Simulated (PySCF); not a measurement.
# C3H7FSeSi: electronic excitations

Aim: predict the electronic excitations of C3H7FSeSi (`C=C(CF)[Se][SiH3]`).

The runs use PySCF 2.14.0, with density-fitted response routines of our own; the level of theory stands in each step. All values are computed, except where a source is named. Atoms are numbered from 0 throughout.

## (1) The molecule as given

13 atoms, charge 0, multiplicity 1; geometry from: GFN2-xTB.

Bonds of the start (Å): C0–C1 1.32, C1–C2 1.50, C2–F3 1.38, C1–Se4 1.93, Se4–Si5 2.30, C0–H6 1.08, C0–H7 1.08, C2–H8 1.09, C2–H9 1.10, Si5–H10 1.46, Si5–H11 1.46, Si5–H12 1.46.

## (2) TDDFT and polarisability: CAM-B3LYP/def2-SVPD

What the job is given:

```
{"job": {"kind": "uv", "xc": "CAM-B3LYP", "basis": "def2-SVPD", "nstates": 8, "ntriplets": 3}, "charge": 0, "multiplicity": 1}
C     -1.601875     0.733978     1.421756
C     -0.670881     0.062156     0.761593
C     -0.993412    -0.944462    -0.299935
F     -0.608302    -0.488365    -1.544172
Se     1.191816     0.284657     1.199279
Si     2.140317     0.321390    -0.892668
H     -2.651714     0.594193     1.220111
H     -1.341296     1.444289     2.187845
H     -2.070442    -1.131804    -0.352872
H     -0.452048    -1.883161    -0.134159
H      2.073230    -1.011666    -1.482784
H      1.465727     1.335474    -1.688680
H      3.514492     0.683806    -0.563186
```

With the program's defaults for keys left out, this is: TDDFT CAM-B3LYP/def2-SVPD, vertical, gas phase, core orbitals frozen in the response.

Started as:

```bash
$ OMP_NUM_THREADS=1 python probes_run.py task.json out
```

This one command runs all jobs of the session in turn.

Predict these results of the whole session: lowest singlet (CAM-B3LYP/def2-SVPD); brightest single state of those computed; lowest triplet.

**Answer**, as computed:

| quantity | value |
| --- | --- |
| lowest singlet (CAM-B3LYP/def2-SVPD) | 5.02 eV (247 nm), f = 0.042 |
| brightest single state of those computed | state 5, 6.66 eV, f = 0.127 |
| lowest triplet | 3.92 eV |

What this shows: The first singlet state (HOMO→LUMO 0.68, HOMO→LUMO+2 0.11) lies at 5.02 eV and is weak; of the 8 states computed, the strongest absorption comes from state 5 at 6.66 eV. The lowest triplet lies 1.10 eV below the lowest singlet (triplets in Tamm-Dancoff, singlets in full TDDFT).
